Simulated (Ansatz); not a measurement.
Working through harmonic frequencies at the relaxed geometry of CH4F2OSi, SMILES OC(F)(F)[SiH3]

Program: the Python package of Ansatz (0.2.0).

`ch4f2osi.xyz`
```text
9

O     0.45550    1.66410   -0.12550
C     0.18560    0.35680   -0.50940
F     1.32830   -0.04600   -1.08090
F    -0.62630    0.42490   -1.53990
Si   -0.37060   -0.87140    0.73770
H     0.68730    2.12290   -0.97900
H    -0.52310   -2.23130    0.19080
H    -1.64510   -0.47820    1.36110
H     0.59680   -0.98820    1.92810
```

Run as a notebook:

**Cell 1**
```python
import itertools
import warnings

import ansatz as az
from ase.data import atomic_numbers, covalent_radii
import numpy as np
```

**Cell 2**
```python
BASIS_SET = "6-31G*"
XC = "r2scan"

warnings.simplefilter("ignore", az.DeckWarning)
```

**Cell 3**
```python
ch4f2osi = az.Crystal.molecule_from_extxyz("ch4f2osi.xyz")

calc = (
    ch4f2osi.calculation()
    .basis(gaussian=BASIS_SET)
    .functional(XC)
)
symbols = [site.symbol for site in ch4f2osi.cartesian_sites]
start = np.array([site.position_ang for site in ch4f2osi.cartesian_sites], dtype=float)
def progress(event):
    if event["event"] == "relax_step":
        row = event["data"]
        print(f"step {row['step']:3d}  E = {row['lagrangian_ev']:.6f} eV  largest force component {row['allowed_force_max_ev_ang']:.4f} eV/A")
```

**Cell 4**
```python
rep = calc.relax(force_tolerance=0.003, max_steps=100).session().plan().execute(on_event=progress).report
end = np.array(rep["positions_ang"])
```
Output:
```text
step   1  E = -16454.444987 eV  largest force component 2.8864 eV/A
step   2  E = -16454.891116 eV  largest force component 1.0641 eV/A
step   3  E = -16454.946287 eV  largest force component 0.4460 eV/A
step   4  E = -16454.923116 eV  largest force component 1.1398 eV/A
step   5  E = -16454.955646 eV  largest force component 0.0860 eV/A
step   6  E = -16454.955909 eV  largest force component 0.0201 eV/A
step   7  E = -16454.955953 eV  largest force component 0.0054 eV/A
step   8  E = -16454.955956 eV  largest force component 0.0021 eV/A
```

**Cell 5**
```python
radius = [covalent_radii[atomic_numbers[s]] for s in symbols]
span = lambda where, i, j: np.linalg.norm(where[i] - where[j])
bonded = [(i, j) for i, j in itertools.combinations(range(len(symbols)), 2) if min(span(start, i, j), span(end, i, j)) < 1.2 * (radius[i] + radius[j])]
print("pair        before    after (A)")
for i, j in bonded:
    print(f"{symbols[i]}{i}-{symbols[j]}{j}".ljust(10), f"{span(start, i, j):8.4f} {span(end, i, j):8.4f}")
for first, second in list(itertools.combinations(bonded, 2)):
    shared = set(first) & set(second)
    if shared and symbols[(j := shared.pop())] != "H":
        i, k = sorted((set(first) | set(second)) - {j})
        u, v = end[i] - end[j], end[k] - end[j]
        angle = np.degrees(np.arccos(np.clip(u @ v / np.linalg.norm(u) / np.linalg.norm(v), -1, 1)))
        print(f"final angle {symbols[i]}{i}-{symbols[j]}{j}-{symbols[k]}{k}: {angle:.2f} deg")
```
Output:
```text
pair        before    after (A)
O0-C1        1.3890   1.3617
O0-H5        0.9963   0.9766
C1-F2        1.3396   1.3833
C1-F3        1.3137   1.3833
C1-Si4       1.8366   1.9183
Si4-H6       1.4737   1.4836
Si4-H7       1.4723   1.4840
Si4-H8       1.5384   1.4840
final angle C1-O0-H5: 107.58 deg
final angle O0-C1-F2: 109.91 deg
final angle O0-C1-F3: 109.91 deg
final angle O0-C1-Si4: 111.34 deg
final angle F2-C1-F3: 104.28 deg
final angle F2-C1-Si4: 110.59 deg
final angle F3-C1-Si4: 110.59 deg
final angle C1-Si4-H6: 107.10 deg
final angle C1-Si4-H7: 108.64 deg
final angle C1-Si4-H8: 108.64 deg
final angle H6-Si4-H7: 110.67 deg
final angle H6-Si4-H8: 110.67 deg
final angle H7-Si4-H8: 110.99 deg
```

**Cell 6**
```python
minimum = az.Crystal.molecule()
for symbol, place in zip(symbols, end):
    minimum = minimum.atom(symbol, place.tolist())
vibrating = (
    minimum.calculation()
    .basis(gaussian=BASIS_SET)
    .functional(XC)
    .phonons(temperatures=(200, 600, 100))
)
vib = vibrating.run(threads=1).report["vibrations"]
sums = vib["harmonic_sums"]
modes = [m["omega_inv_cm"] for m in sums["modes_at_gamma"] if m["rigid_motion"] == "no"]
print("frequencies (1/cm):", " ".join(f"{w:.0f}" for w in modes))
print("imaginary modes:", sum(w < 0 for w in modes), " zero-point energy:", round(sums["zero_point_energy_ev"], 4), "eV")
print("T (K)   F_vib (eV)   S_vib (meV/K)   C_vib (meV/K)")
for row in zip(sums["temperatures_k"], sums["vibrational_free_energy_ev"], vib["entropy_ev_per_k"], vib["heat_capacity_ev_per_k"]):
    print(f"{row[0]:6.1f} {row[1]:11.4f} {1000 * row[2]:13.4f} {1000 * row[3]:15.4f}")
```
Output:
```text
frequencies (1/cm): 140 201 216 316 402 498 542 642 646 708 901 938 941 1047 1051 1192 1413 2274 2294 2296 3655
imaginary modes: 0  zero-point energy: 1.3832 eV
T (K)   F_vib (eV)   S_vib (meV/K)   C_vib (meV/K)
 200.0      1.3623        0.2952          0.4567
 300.0      1.3212        0.5286          0.7047
 400.0      1.2567        0.7598          0.9029
 500.0      1.1697        0.9782          1.0540
 600.0      1.0616        1.1812          1.1708
```

What to keep in mind:
- Total energies depend on the basis set; only differences at equal settings carry meaning.
- The frequencies are harmonic and unscaled, in a modest basis.
- Finished in 3.5 min on 1 thread of Arm Neoverse V2 (shared host), peak memory 0.24 GiB.
